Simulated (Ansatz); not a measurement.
# CH₃FO₂Si: basis-set convergence

How large a basis does CH₃FO₂Si need? Two functionals are run in growing sets.

Computed with Ansatz 0.2.0, Gaussian basis. Level: one geometry, several basis sets.

Levels to be run: PBE0-D4/def2-SVP; ωB97M-V/def2-SVP; PBE0-D4/def2-QZVPP; ωB97M-V/def2-QZVPP; the functionals' def2-TZVPP values are taken from earlier runs.

### Step 1. The geometry

All runs share one geometry, relaxed beforehand with PBE0-D4 in a triple-zeta def2 set.

SMILES `O[Si@H]1O[C@H]1F`, 8 atoms, charge 0, spin multiplicity 1.

Atoms are counted from 1 here; the program's logs count them from 0.

Bond lengths: O1–Si2 1.621 Å, O1–H6 0.961 Å, Si2–O3 1.661 Å, Si2–C4 1.810 Å, Si2–H7 1.469 Å, O3–C4 1.441 Å, C4–F5 1.369 Å, C4–H8 1.088 Å. Angles: Si2–O1–H6 117.7°, O1–Si2–O3 120.1°, O1–Si2–C4 122.9°, O1–Si2–H7 107.2°, O3–Si2–C4 48.8°, O3–Si2–H7 117.9°, C4–Si2–H7 127.6°, Si2–O3–C4 71.0°, Si2–C4–O3 60.2°, Si2–C4–F5 118.7°, Si2–C4–H8 131.2°, O3–C4–F5 111.5°, O3–C4–H8 113.1°, F5–C4–H8 108.7°.

As a file:

```xyz
8
CH3FO2Si
O    -0.3790    1.3838    1.2309
Si    0.5748    0.3918    0.3736
O     0.2866   -1.2436    0.3719
C    -0.0585   -0.7052   -0.9190
F    -1.4091   -0.7510   -1.1376
H    -1.3266    1.2303    1.2001
H     1.9581    0.8465    0.5647
H     0.4458   -1.2098   -1.7406
```

### Step 2. PBE0-D4 in def2-SVP

Contents of in.yaml:

```yaml
crystal:
  periodic: [false, false, false]
  atoms:
    - {symbol: O, position_ang: [-0.379000, 1.383848, 1.230901]}
    - {symbol: Si, position_ang: [0.574796, 0.391766, 0.373581]}
    - {symbol: O, position_ang: [0.286630, -1.243597, 0.371881]}
    - {symbol: C, position_ang: [-0.058542, -0.705150, -0.918990]}
    - {symbol: F, position_ang: [-1.409066, -0.750952, -1.137623]}
    - {symbol: H, position_ang: [-1.326649, 1.230274, 1.200122]}
    - {symbol: H, position_ang: [1.958141, 0.846546, 0.564729]}
    - {symbol: H, position_ang: [0.445791, -1.209836, -1.740602]}
basis:
  gaussian: {orbitals: def2-SVP}
hamiltonian: {xc: pbe0, dispersion: d4}
output: {orbitals: {seedname: orbitals}}
```

The run is started by

```sh
ansatz run in.yaml --threads 2 --pin off --events-out ev --progress --plain --max-ram 4352MiB
```

The program printed:

```text
Functional definition: PBE0
  name "PBE0"
  cite "Adamo & Barone, J. Chem. Phys. 110, 6158 (1999) doi:10.1063/1.478522"
  cite "Perdew, Burke & Ernzerhof, Phys. Rev. Lett. 77, 3865 (1996) doi:10.1103/PhysRevLett.77.3865"
  parent pbe
  parameter a = 0.25
  parameter kappa = 0.804
  parameter beta = 0.06672455060314922
  exchange = (1 - a)*pbe_x(kappa = kappa, mu = beta*pi^2/3) + a*exact_x
  correlation = pbe_c(beta = beta)
962 factors; their error is unknown
mean field evaluation 1: about -15748.7090 eV, gradient 5.8e1 eV
mean field evaluation 2: about -15740.4570 eV, gradient 8.9e1 eV
mean field evaluation 4: about -15754.6065 eV, gradient 4.2e0 eV
mean field evaluation 8: about -15754.6965 eV, gradient 1.7e-1 eV
mean field evaluation 16: about -15754.6966 eV, gradient 1.4e-5 eV
mean field -15754.69657033 eV, -578.9744200429 hartree, gradient 1.4e-5 eV, S^2 0.000000; 0 other end points of the search recorded, 0 dependent functions left out
reference -15754.69659107 eV, -578.9744208050 hartree; 24, 24 occupied and 65, 65 virtual orbitals, 962 factors
Total energy: -15754.82107112 eV, -578.9789953625 hartree
```

Wall time 1.2 s (2 threads of Arm Neoverse V1, shared host).

### Step 3. ωB97M-V in def2-SVP

Changes to in.yaml since step 2:

```diff
@@ -13,3 +13,3 @@
   gaussian: {orbitals: def2-SVP}
-hamiltonian: {xc: pbe0, dispersion: d4}
+hamiltonian: {xc: {name: wB97M-V}}
 output: {orbitals: {seedname: orbitals}}
```

Launched as before.

The program printed (excerpt; [...] marks lines left out):

```text
Functional definition: wB97M-V
  name "wB97M-V"
  cite "Mardirossian & Head-Gordon, J. Chem. Phys. 144, 214110 (2016) doi:10.1063/1.4952647"
  cite "Becke, J. Chem. Phys. 107, 8554 (1997) doi:10.1063/1.475007"
  cite "Vydrov & Van Voorhis, J. Chem. Phys. 133, 244103 (2010) doi:10.1063/1.3521275"
  # Of w^i u^j: cxij and so on, Table III.
[...]
  gx(w, u) = 1 - cx + cx01*u + cx10*w
  gss(w, u) = css00 + css04*u^4 + css10*w + css20*w^2 + css43*w^4*u^3
  gos(w, u) = cos00 + cos10*w + (cos20 + cos21*u)*w^2 + (cos60 + cos61*u)*w^6
[...]
      + integral(e_c_pw_mod_opposite_spin*gos(b97_w_opposite, b97_u_opposite)) + vv10(b, c)
962 factors; their error is unknown
228 factors; integrals over basis functions are off by at most 6.9e-6 eV
[...]
mean field -15763.33492287 eV, -579.2918736432 hartree, gradient 2.4e-5 eV, S^2 0.000000; 0 other end points of the search recorded, 0 dependent functions left out
reference -15763.33495665 eV, -579.2918748846 hartree; 24, 24 occupied and 65, 65 virtual orbitals, 962 factors
Total energy: -15763.33495665 eV, -579.2918748846 hartree
```

It took 5.5 s on 2 threads of Arm Neoverse V1, shared host.

### Step 4. PBE0-D4 in def2-QZVPP

Changes to in.yaml since step 3:

```diff
@@ -12,4 +12,4 @@
 basis:
-  gaussian: {orbitals: def2-SVP}
-hamiltonian: {xc: {name: wB97M-V}}
+  gaussian: {orbitals: "def2-QZVPP.json"}
+hamiltonian: {xc: pbe0, dispersion: d4}
 output: {orbitals: {seedname: orbitals}}
```

The command is unchanged.

The program printed:

```text
Functional definition: PBE0
  name "PBE0"
  cite "Adamo & Barone, J. Chem. Phys. 110, 6158 (1999) doi:10.1063/1.478522"
  cite "Perdew, Burke & Ernzerhof, Phys. Rev. Lett. 77, 3865 (1996) doi:10.1103/PhysRevLett.77.3865"
  parent pbe
  parameter a = 0.25
  parameter kappa = 0.804
  parameter beta = 0.06672455060314922
  exchange = (1 - a)*pbe_x(kappa = kappa, mu = beta*pi^2/3) + a*exact_x
  correlation = pbe_c(beta = beta)
1281 factors; their error is unknown
mean field evaluation 1: about -15760.4721 eV, gradient 6.9e1 eV
mean field evaluation 2: about -15747.7215 eV, gradient 1.1e2 eV
mean field evaluation 4: about -15768.1198 eV, gradient 6.6e0 eV
mean field evaluation 8: about -15768.1850 eV, gradient 1.5e-1 eV
mean field evaluation 16: about -15768.1920 eV, gradient 1.6e-4 eV
mean field -15768.19204191 eV, -579.4703694756 hartree, gradient 3.4e-5 eV, S^2 0.000000; 0 other end points of the search recorded, 0 dependent functions left out
reference -15768.19207492 eV, -579.4703706888 hartree; 24, 24 occupied and 364, 364 virtual orbitals, 1281 factors
Total energy: -15768.31655497 eV, -579.4749452463 hartree
```

It took 9.5 s on 2 threads of Arm Neoverse V1, shared host; peak memory 1.1 GiB.

### Step 5. ωB97M-V in def2-QZVPP

Changes to in.yaml since step 4:

```diff
@@ -13,3 +13,3 @@
   gaussian: {orbitals: "def2-QZVPP.json"}
-hamiltonian: {xc: pbe0, dispersion: d4}
+hamiltonian: {xc: {name: wB97M-V}}
 output: {orbitals: {seedname: orbitals}}
```

Same command.

The program printed (excerpt; [...] marks lines left out):

```text
Functional definition: wB97M-V
  name "wB97M-V"
  cite "Mardirossian & Head-Gordon, J. Chem. Phys. 144, 214110 (2016) doi:10.1063/1.4952647"
  cite "Becke, J. Chem. Phys. 107, 8554 (1997) doi:10.1063/1.475007"
  cite "Vydrov & Van Voorhis, J. Chem. Phys. 133, 244103 (2010) doi:10.1063/1.3521275"
  # Of w^i u^j: cxij and so on, Table III.
[...]
  gx(w, u) = 1 - cx + cx01*u + cx10*w
  gss(w, u) = css00 + css04*u^4 + css10*w + css20*w^2 + css43*w^4*u^3
  gos(w, u) = cos00 + cos10*w + (cos20 + cos21*u)*w^2 + (cos60 + cos61*u)*w^6
[...]
      + integral(e_c_pw_mod_opposite_spin*gos(b97_w_opposite, b97_u_opposite)) + vv10(b, c)
1261 factors; their error is unknown
288 factors; integrals over basis functions are off by at most 9.5e-6 eV
[...]
mean field -15777.00303271 eV, -579.7941674155 hartree, gradient 2.0e-5 eV, S^2 0.000000; 0 other end points of the search recorded, 0 dependent functions left out
reference -15777.00308580 eV, -579.7941693663 hartree; 24, 24 occupied and 364, 364 virtual orbitals, 1261 factors
Total energy: -15777.00308580 eV, -579.7941693663 hartree
```

It took 25 s on 2 threads of Arm Neoverse V1, shared host; peak memory 1.2 GiB.

### Step 6. Density functionals: the series

The def2-TZVPP values come from earlier runs at the same geometry.

| functional | basis | functions | energy (eV) | from the largest (eV) | HOMO (eV) | LUMO (eV) |
| --- | --- | --- | --- | --- | --- | --- |
| PBE0-D4 | def2-SVP | 89 | -15754.8211 | 13.495 | -7.40 | 0.54 |
| PBE0-D4 | def2-TZVPP | 208 | -15767.5944 | 0.722 | -7.55 | 0.11 |
| PBE0-D4 | def2-QZVPP | 388 | -15768.3166 | 0.000 | -7.60 | -0.07 |
| ωB97M-V | def2-SVP | 89 | -15763.3350 | 13.668 | -9.66 | 2.46 |
| ωB97M-V | def2-TZVPP | 208 | -15776.3241 | 0.679 | -9.83 | 1.85 |
| ωB97M-V | def2-QZVPP | 388 | -15777.0031 | 0.000 | -9.89 | 1.43 |

### Step 7. What came out

| quantity | value |
| --- | --- |
| PBE0-D4: double and triple zeta above quadruple | 13.50, 0.72 eV |
| ωB97M-V: double and triple zeta above quadruple | 13.67, 0.68 eV |

In words: PBE0-D4 gains 12.77 eV from double to triple zeta, then 0.72 eV more. Total energies overstate the basis error of differences, where much of it tends to cancel. The LUMO of ωB97M-V is positive and keeps falling with the basis (2.46 to 1.43 eV): an unbound level that the basis holds in place.

For PBE0-D4 the largest set took about 8 times as long as the smallest (9.5 s against 1.2 s).
